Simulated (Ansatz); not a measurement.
**C2H7FSi: how energies converge with the basis set**

The task here is to estimate one member of a computed series from the others.

The runs use Ansatz 0.2.0, Gaussian basis; one geometry, several basis sets.

Levels to be run: PBE0-D4/def2-SVP; ωB97M-V/def2-SVP; PBE0-D4/def2-QZVPP; ωB97M-V/def2-QZVPP; the functionals' def2-TZVPP values are taken from earlier runs.

## The geometry

All runs share one geometry, relaxed beforehand with PBE0-D4 in a triple-zeta def2 set.

SMILES `FCC[SiH3]`, 11 atoms, charge 0, spin multiplicity 1.

Atoms are counted from 1 here; the program's logs count them from 0.

Bond lengths: F1–C2 1.388 Å, C2–C3 1.510 Å, C2–H5 1.095 Å, C2–H6 1.094 Å, C3–Si4 1.886 Å, C3–H7 1.096 Å, C3–H8 1.095 Å, Si4–H9 1.484 Å, Si4–H10 1.488 Å, Si4–H11 1.488 Å. Angles: F1–C2–C3 110.2°, F1–C2–H5 107.3°, F1–C2–H6 107.1°, C3–C2–H5 111.3°, C3–C2–H6 112.0°, H5–C2–H6 108.7°, C2–C3–Si4 114.0°, C2–C3–H7 108.5°, C2–C3–H8 110.2°, Si4–C3–H7 108.0°, Si4–C3–H8 109.1°, H7–C3–H8 106.7°, C3–Si4–H9 111.9°, C3–Si4–H10 109.5°, C3–Si4–H11 108.9°, H9–Si4–H10 109.2°, H9–Si4–H11 108.6°, H10–Si4–H11 108.6°.

The first run:

in.yaml

```yaml
crystal:
  periodic: [false, false, false]
  atoms:
    - {symbol: F, position_ang: [-1.194546, 1.426130, 0.765727]}
    - {symbol: C, position_ang: [0.174689, 1.206440, 0.718166]}
    - {symbol: C, position_ang: [0.460911, -0.259512, 0.498518]}
    - {symbol: Si, position_ang: [-0.403760, -0.993293, -1.008079]}
    - {symbol: H, position_ang: [0.574209, 1.815696, -0.098923]}
    - {symbol: H, position_ang: [0.591128, 1.568640, 1.663075]}
    - {symbol: H, position_ang: [1.540979, -0.386839, 0.365180]}
    - {symbol: H, position_ang: [0.184185, -0.836193, 1.386827]}
    - {symbol: H, position_ang: [-1.867216, -1.120125, -0.800480]}
    - {symbol: H, position_ang: [-0.151610, -0.132027, -2.195589]}
    - {symbol: H, position_ang: [0.156430, -2.345816, -1.273724]}
basis:
  gaussian: {orbitals: def2-SVP}
hamiltonian: {xc: pbe0, dispersion: d4}
output: {orbitals: {seedname: orbitals}}
```

Started as:

```
> ansatz run in.yaml --threads 2 --pin off --events-out ev --progress --plain --max-ram 4352MiB
```

Among the steps run: PBE0-D4 in def2-SVP; ωB97M-V in def2-SVP; PBE0-D4 in def2-QZVPP; ωB97M-V in def2-QZVPP.

One of the session's tables, all rows but one given; the rest of the session is left out.

It belongs to the step «Functionals by basis». 

```
functional       basis  HOMO (eV)  LUMO (eV)
   PBE0-D4    def2-SVP      -8.80       1.23
   PBE0-D4  def2-TZVPP      -8.83       0.69
   PBE0-D4  def2-QZVPP      -8.85       0.41
   ωB97M-V    def2-SVP     -11.05       3.00
   ωB97M-V  def2-TZVPP     -11.10       2.18
   ωB97M-V  def2-QZVPP          ?          ?
```

Q: Estimate the row for ωB97M-V, def2-QZVPP from the others.

**Answer.** HOMO (eV): -11.11; LUMO (eV): 1.63. In the column «HOMO (eV)» it is the lowest.
